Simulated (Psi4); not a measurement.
# SnNH5 (Sn(NH2)H3): FNO-CCSD(T)/def2-SVP (core potential)

Aim: the energy change on altering one bond length of SnNH5 (Sn(NH2)H3) at FNO-CCSD(T)/def2-SVP (core potential), from 2 runs. 

The results are computed with Psi4 1.11.

### Step 1. The molecule

SnNH5 has 7 atoms, charge 0, and is taken as a singlet. As SMILES, `[H][Sn]([H])([H])[NH2]`. The shape comes from GFN2-xTB, which is rough for such elements, and wasn't checked as a minimum.

Bond lengths: Sn1–N2 1.998 Å, N2–H3 1.010 Å, N2–H4 1.010 Å, Sn1–H5 1.650 Å, Sn1–H6 1.649 Å, Sn1–H7 1.675 Å. Angles: Sn1–N2–H3 116.0°, Sn1–N2–H4 116.2°, N2–Sn1–H5 104.9°, N2–Sn1–H6 105.0°, N2–Sn1–H7 115.7°, H3–N2–H4 107.0°, H5–Sn1–H6 111.7°, H5–Sn1–H7 109.7°, H6–Sn1–H7 109.7°.

### Step 2. A single-point energy at FNO-CCSD(T)/def2-SVP (core potential)

The input, input.in:

```
memory 1600 mb

molecule geom {
  Sn    -0.002930     0.001590    -0.763630
  N      0.111900     0.224860     1.218650
  H      0.691400    -0.443590     1.706560
  H     -0.767260     0.270880     1.712930
  H      1.563610    -0.007840    -1.282300
  H     -0.813190     1.336030    -1.296130
  H     -0.783530    -1.381930    -1.296080
}

set reference rhf
set scf_type direct
set num_frozen_docc 5

energy_value, wavefunction = energy("fno-ccsd(t)/def2-SVP", return_wfn=True)
```

Started as:

```sh
$ psi4 -n 1 input.in input.out
```

input.out:

```text
[...]
    !!!  WARNING: ECP capability is in beta. Please check occupations closely.  !!!
[...]
  Running in c1 symmetry.
[...]
  Nuclear repulsion =   83.690365640723101
[...]
  Multiplicity = 1
[...]
  Nalpha       = 17
  Nbeta        = 17
[...]
    Number of basis functions: 65
[...]
   @DF-RHF iter   1:  -270.51041304882011   -1.92582e+00   7.66418e-03 DIIS/ADIIS
[...]
   @RHF iter  16:  -270.62640171084382   -1.13687e-12   6.93974e-09 DIIS
[...]
    Orbital Energies [Eh]
    ---------------------
    Doubly Occupied:
       1A    -15.528447     2A     -5.858171     3A     -4.048341
       4A     -4.047818     5A     -4.047075     6A     -1.325054
       7A     -1.318818     8A     -1.318137     9A     -1.311414
      10A     -1.310635    11A     -1.083146    12A     -0.679700
      13A     -0.627030    14A     -0.502907    15A     -0.452345
      16A     -0.448527    17A     -0.385456
[...]
  @RHF Final Energy:  -270.62640171084382
   => Energetics <=
    Nuclear Repulsion Energy =             83.6903656407231011
    One-Electron Energy =                -620.0474899150359533
    Two-Electron Energy =                 265.7307225634689871
    Total Energy =                       -270.6264017108438225
[...]
 Multipole Moments:
 ------------------------------------------------------------------------------------
     Multipole            Electronic (a.u.)      Nuclear  (a.u.)        Total (a.u.)
 ------------------------------------------------------------------------------------
 L = 1.  Multiply by 2.5417464519 to convert [e a0] to [Debye]
 Dipole X            :         -0.8538790            0.6411395           -0.2127396
 Dipole Y            :         -1.6083777            1.1739807           -0.4343969
 Dipole Z            :        -18.0955124           18.1739461            0.0784337
 Magnitude           :                                                    0.4900109
[...]
      * MP2 total energy:                   -270.926678276170
[...]
      * MP2 total energy:                   -270.926678276170
[...]
      * MP3 total energy:                   -270.950979074922
[...]
      * CCSD total energy:                  -270.959228803885
[...]
      * CCSD(T) total energy                -270.967289348257
[...]
```

Run time: 6 s. Hardware: 1 thread of AMD EPYC 9R45 (Zen 5), shared host; peak memory 0.33 GiB.

### Step 3. The distorted shape

The input, input.inp:

```
memory 1600 mb

molecule m {
  0 1
  Sn     0.807343    -1.332871    -0.231122
  N      0.922173    -1.109601     1.751158
  H      1.501673    -1.778051     2.239068
  H      0.043013    -1.063581     2.245438
  H      2.373883    -1.342301    -0.749792
  H     -0.813190     1.336030    -1.296130
  H      0.026743    -2.716391    -0.763572
}

set {
  reference       rhf
  scf_type        direct
  num_frozen_docc 5
}

e_tot, wfn = energy('fno-ccsd(t)/def2-SVP', return_wfn=True)
```

Started as:

```sh
$ psi4 -i input.inp -o input.out -n 1
```

input.out:

```text
[...]
    !!!  WARNING: ECP capability is in beta. Please check occupations closely.  !!!
[...]
  Running in c1 symmetry.
[...]
  Nuclear repulsion =   79.532316606479853
[...]
  Multiplicity = 1
[...]
  Nalpha       = 17
  Nbeta        = 17
[...]
    Number of basis functions: 65
[...]
   @DF-RHF iter   1:  -270.37015370970101   -1.96018e+00   6.98701e-03 ADIIS/DIIS
[...]
   @RHF iter  16:  -270.47505387459336   -5.22959e-12   9.16289e-09 DIIS
[...]
    Orbital Energies [Eh]
    ---------------------
    Doubly Occupied:
       1A    -15.560410     2A     -5.915285     3A     -4.107186
       4A     -4.103537     5A     -4.102535     6A     -1.378628
       7A     -1.373499     8A     -1.372581     9A     -1.367082
      10A     -1.366062    11A     -1.112823    12A     -0.688650
      13A     -0.653614    14A     -0.532960    15A     -0.484484
      16A     -0.418240    17A     -0.290632
[...]
  @RHF Final Energy:  -270.47505387459336
   => Energetics <=
    Nuclear Repulsion Energy =             79.5323166064798528
    One-Electron Energy =                -610.3583326412965562
    Two-Electron Energy =                 260.3509621602233324
    Total Energy =                       -270.4750538745933568
[...]
 Multipole Moments:
 ------------------------------------------------------------------------------------
     Multipole            Electronic (a.u.)      Nuclear  (a.u.)        Total (a.u.)
 ------------------------------------------------------------------------------------
 L = 1.  Multiply by 2.5417464519 to convert [e a0] to [Debye]
 Dipole X            :          1.0612286           -0.5124361            0.5487925
 Dipole Y            :         -4.7619926            3.0738362           -1.6881564
 Dipole Z            :        -16.7598692           17.4158211            0.6559519
 Magnitude           :                                                    1.8924371
[...]
      * MP2 total energy:                   -270.788594799419
[...]
      * MP2 total energy:                   -270.788594799419
[...]
      * MP3 total energy:                   -270.821210719072
[...]
      * CCSD total energy:                  -270.844013689730
[...]
      * CCSD(T) total energy                -270.858998005219
[...]
```

Wall time 6.3 s (1 thread of AMD EPYC 9R45 (Zen 5), shared host); peak memory 0.33 GiB.

### Step 4. What came out

Level: FNO-CCSD(T)/def2-SVP (core potential), 5 core orbitals frozen.

| quantity | value |
| --- | --- |
| first shape: total energy | -270.96729 Eh |
| first shape: HOMO energy (Hartree–Fock orbitals) | -10.49 eV |
| first shape: LUMO energy (Hartree–Fock orbitals) | 3.18 eV |
| first shape: HOMO–LUMO gap (Hartree–Fock orbitals) | 13.67 eV |
| first shape: correlation energy (5 core orbitals frozen) | -340.9 mEh |
| first shape: (T) correction | -8.06 mEh |
| first shape: T1 diagnostic | 0.009 |
| distorted shape: total energy | -270.85900 Eh |
| distorted shape: HOMO energy (Hartree–Fock orbitals) | -7.91 eV |
| distorted shape: LUMO energy (Hartree–Fock orbitals) | -0.49 eV |
| distorted shape: HOMO–LUMO gap (Hartree–Fock orbitals) | 7.42 eV |
| distorted shape: correlation energy (5 core orbitals frozen) | -383.9 mEh |
| distorted shape: (T) correction | -14.98 mEh |
| distorted shape: T1 diagnostic | 0.032 |
| energy change with the Sn1–H6 bond stretched from 1.649 to 3.299 Å | 2.947 eV |

What this shows: One bond (distorted shape) is far stretched, which a spin-restricted single reference describes badly; perturbation theory on it can break down and give far too much correlation. With the Sn1–H6 bond stretched from 1.649 to 3.299 Å the energy rises by 2.95 eV (68 kcal/mol). The first shape isn't relaxed at this level, so the change isn't measured from a minimum. A restricted reference can't describe the breaking bond well at this length. The triples (first shape) make up 2.4 % of the correlation energy. The T1 diagnostic (distorted shape) of 0.032 is above the customary mark for such species, so a single reference may not serve. The triples (distorted shape) make up 3.9 % of the correlation energy.
